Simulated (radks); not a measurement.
# I⁻ held by a Watson sphere

One table from this session's results is given with a row withheld; the runs are named, their logs left out.

The numbers are computed with radks (a radial shooting solver on a logarithmic mesh, Libxc functionals) version 1 (scalar-relativistic Kohn-Sham, PBE, spin-polarised, spherical densities, finite nucleus), except any that are marked as measured or tabulated.

## The atom as given

| Item | Value |
| --- | --- |
| element | iodine (Z = 53) |
| charge | -1 |
| electrons | 54 |
| configuration | [Xe] |
| nuclear rms radius | 4.75 fm |

Outer shells as boxes (Hund's rule):

I⁻
```
[Kr] core
4d [↑↓][↑↓][↑↓][↑↓][↑↓]
5s [↑↓]
5p [↑↓][↑↓][↑↓]
```

Set-up of the first run:

The run's settings:

```text
Z 53
configuration [Xe]
relativity scalar-relativistic
functional pbe,pbe
spin polarised
nucleus finite rms 4.75 fm
c 137.035999084
watson charge 0.77 radius 2.5 bohr
response adiabatic LDA kernel
```

Steps of the session up to this table: R = 2.5 bohr; R = 2.94 bohr; R = 4.19 bohr; R = 5.17 bohr; R = 5.65 bohr.

One table of the session follows, with a row left open; its other results are not shown here.

| R (bohr) | highest level (eV) | its <r> (bohr) | sum of <r²> (bohr²) | α (bohr³) |
| --- | --- | --- | --- | --- |
| 2.5 | -5.769 | 2.517 | 70.55 | 41.13 |
| 2.94 | -5.483 | 2.561 | 72.33 | 45.18 |
| 4.19 | ? | ? | ? | ? |
| 5.17 | -3.908 | 2.677 | 77.64 | 66.53 |
| 5.65 | -3.638 | 2.686 | 78.15 | 70.02 |

Q: Estimate the row for R (bohr) = 4.19 from the others.

Worked estimate for «highest level (eV)». A straight line through the neighbours (2.94, -5.483) and (5.17, -3.908) gives -5.483 + (-3.908 + 5.483) × (4.19 − 2.94) / (5.17 − 2.94) = -4.600; a parabola fitted to 4 rows on both sides gives -4.579.

The run gave: highest level (eV): -4.553; its <r> (bohr): 2.645; sum of <r²> (bohr²): 76.03; α (bohr³): 57.87. In «highest level (eV)» the line misses by -0.047 and the parabola by -0.026.

From R = 2.5 to 5.65 bohr the top level moves from -5.769 to -3.638 eV and its mean radius from 2.52 to 2.69 bohr. A wider sphere makes a shallower well, so the ion swells.
